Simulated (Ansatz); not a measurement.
Task: a single point in a Gaussian basis of C₂H₇Al₂Cl, SMILES [CH3][Al]([CH3])[AlH][Cl], with the Python package of Ansatz (0.2.0). Give the script and its output. Level of theory: r2SCAN, 6-31G* basis, multiplicity 1.

```xyz
12

C    -1.7668   -0.1254    0.7631
Al    0.0652    0.0683    0.1292
C     1.3839   -1.2644    0.7119
Al    0.6825    1.5890   -1.7713
Cl   -0.9539    2.8950   -2.6138
H    -1.8297   -0.2472    1.8441
H    -2.3277    0.8644    0.5288
H    -2.2702   -0.9076    0.2212
H     2.2750   -0.7247    1.2431
H     0.9539   -1.9561    1.4815
H     1.7666   -1.8413   -0.1304
H     2.0983    1.5948   -2.3733
```

Script `c2h7al2cl.py`:
```python
"""Single point of C2H7Al2Cl in a Gaussian basis."""

from pathlib import Path
import json

import ansatz
import numpy as np
import pandas as pd

geometry_ang = [
    ("C", [-1.7668, -0.1254, 0.7631]),
    ("Al", [0.0652, 0.0683, 0.1292]),
    ("C", [1.3839, -1.2644, 0.7119]),
    ("Al", [0.6825, 1.589, -1.7713]),
    ("Cl", [-0.9539, 2.895, -2.6138]),
    ("H", [-1.8297, -0.2472, 1.8441]),
    ("H", [-2.3277, 0.8644, 0.5288]),
    ("H", [-2.2702, -0.9076, 0.2212]),
    ("H", [2.275, -0.7247, 1.2431]),
    ("H", [0.9539, -1.9561, 1.4815]),
    ("H", [1.7666, -1.8413, -0.1304]),
    ("H", [2.0983, 1.5948, -2.3733]),
]
geometry = ansatz.Crystal.molecule()
for symbol, xyz in geometry_ang:
    geometry = geometry.atom(symbol, xyz)

setup = geometry.calculation()
setup = setup.basis(gaussian="6-31G*")
setup = setup.functional("r2scan")
setup = setup.forces()
setup = setup.orbitals()
result = setup.run(threads=1, pin="off", runs_dir="c2h7al2cl_runs")
data = result.report

print("reference energy %16.6f eV" % data["reference_energy_ev"])
print("total energy     %16.6f eV" % data["free_energy_ev"])
print("occupied orbitals outside the frozen core (up, down):", data["n_occupied"], " frozen:", data["n_frozen"], " virtual:", data["n_virtual"])

state = data["mean_field"]["state"]
print(f"mean field: {state['energy']['hartree']:.7f} Ha, <S^2> = {abs(state['spin_squared']):.4f}, stability: {state.get('stability', {}).get('kind')}")

symbols = [site.symbol for site in geometry.cartesian_sites]
print("forces (eV/A)")
for symbol, f in zip(symbols, data["forces_ev_ang"]):
    print(f"  {symbol:2s} {f[0]:9.4f} {f[1]:9.4f} {f[2]:9.4f}")

charges = data["charge_distribution"]
table = pd.DataFrame({"atom": symbols, "mulliken": charges["mulliken_charges_e"], "lowdin": charges["lowdin_charges_e"]})
print(table.round(3).to_string())
print("dipole (e A):", np.round(charges["dipole_moment_e_ang"], 4) + 0.0)

lines = Path(data["orbitals_path"]).read_text().splitlines()
field_of = lambda key: [line.split("=")[1].strip() for line in lines if line.startswith(key)]
orbitals = [(27.211386 * float(e), s, float(n)) for e, s, n in zip(field_of("Ene="), field_of("Spin="), field_of("Occup="))]
homo = max(e for e, _, n in orbitals if n > 0.5)
lumo = min(e for e, _, n in orbitals if n < 0.5)
print(f"HOMO {homo:.3f} eV, LUMO {lumo:.3f} eV, gap {lumo - homo:.3f} eV")
with open("c2h7al2cl.json", "w") as handle:
    json.dump({k: data[k] for k in ("free_energy_ev", "reference_energy_ev", "n_occupied", "n_virtual")}, handle, indent=1)
```

```console
$ python c2h7al2cl.py
reference energy    -27901.062056 eV
total energy        -27901.062056 eV
occupied orbitals outside the frozen core (up, down): [31, 31]  frozen: 0  virtual: [70, 70]
mean field: -1025.3451185 Ha, <S^2> = 0.0000, stability: minimum
forces (eV/A)
  C    -0.3596    2.7789   -0.1987
  Al   -0.2251   -0.7283    0.2590
  C     0.8601    0.8389    1.7279
  Al   -1.4977    0.9382   -0.2700
  Cl    1.1181   -0.7451    0.3996
  H    -0.1723   -0.4014    0.1829
  H     0.6264   -1.5136    0.2857
  H    -0.4547   -0.6411   -0.1115
  H    -1.1860   -0.9848   -0.9953
  H     0.2823    0.3295   -0.5861
  H     0.3046   -0.1594   -0.0515
  H     0.7038    0.2882   -0.6420
   atom  mulliken  lowdin
0     C    -0.815  -0.505
1    Al     0.600   0.119
2     C    -0.806  -0.505
3    Al     0.324   0.100
4    Cl    -0.367  -0.078
5     H     0.199   0.152
6     H     0.180   0.158
7     H     0.203   0.160
8     H     0.171   0.157
9     H     0.195   0.151
10    H     0.195   0.155
11    H    -0.079  -0.064
dipole (e A): [ 0.279  -0.3686  0.403 ]
HOMO -5.932 eV, LUMO -3.167 eV, gap 2.765 eV
```

`c2h7al2cl.json`, as written:
```json
{
 "free_energy_ev": -27901.062056282277,
 "reference_energy_ev": -27901.062056282277,
 "n_occupied": [
  31,
  31
 ],
 "n_virtual": [
  70,
  70
 ]
}
```

Total energies depend on the basis set; only differences at equal settings carry meaning. The geometry is a force-field or estimated start, not a minimum of this method, and the basis set is short of its limit. The Löwdin charges here are taken after orthogonalising the functions within each atom; they differ from plain Löwdin charges, and their signs can be unphysical. Levels such as HOMO and LUMO are orbital energies: with these approximate functionals they aren't the ionisation energy and electron affinity, and their gap isn't the fundamental gap. Timing: 10 s on 1 thread of Arm Neoverse V1, with other jobs on the host, peak memory 0.28 GiB.
